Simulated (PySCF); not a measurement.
# Cl4H6P2Ti (cis-Ti(PH3)2Cl4): the cost of one run

Computed with PySCF 2.14.0, with density-fitted response routines of our own, on a single molecule in the gas phase. Atoms count from 0, in the outputs and in this text.

### 1 The molecule as given

13 atoms, charge 0, multiplicity 1; geometry from: GFN2-xTB. The atoms were then displaced at random by about 0.03 Å, so the start is not that level's minimum.

Bonds of the start (Å): Ti0–P1 2.65, Ti0–Cl5 2.13, Ti0–P6 2.63, Ti0–Cl10 2.25, Ti0–Cl11 2.29, Ti0–Cl12 2.13, P1–H2 1.35, P1–H3 1.29, P1–H4 1.38, P6–H7 1.39, P6–H8 1.43, P6–H9 1.34.

### 2 Optimising the geometry at PBE0-D3(BJ)/def2-SVP

The job: settings as JSON, then the geometry in Å.

```
{"job": {"xc": "PBE0", "basis": "def2-SVP", "d3": "d3bj", "grid": 1, "maxiter": 40, "shake": 0.03, "kind": "geom"}, "charge": 0, "multiplicity": 1}
Ti    -0.918210    -0.137640    -0.966810
P     -0.765540     0.296370     1.643610
H      0.165190    -0.474450     2.236870
H     -1.688150    -0.220000     2.382150
H     -0.566070     1.379700     2.472030
Cl    -0.791390    -0.702450    -3.017340
P      1.694780    -0.259000    -0.713350
H      2.633770    -1.251000    -0.459870
H      2.234140     0.659050     0.236620
H      2.354510     0.225900    -1.778820
Cl    -3.076820     0.469740    -0.840620
Cl    -0.088440     1.984140    -1.166740
Cl    -1.157140    -2.022460    -0.005540
```

On the command line:

```
OMP_NUM_THREADS=1 python probes_run.py task.json out
```

One launch serves the whole session: the jobs run in the order shown.

Q: Estimate the wall time and peak memory of this first job on 1 thread of Arm Neoverse V1, shared host.

About 8 min, with a peak of 0.84 GiB.
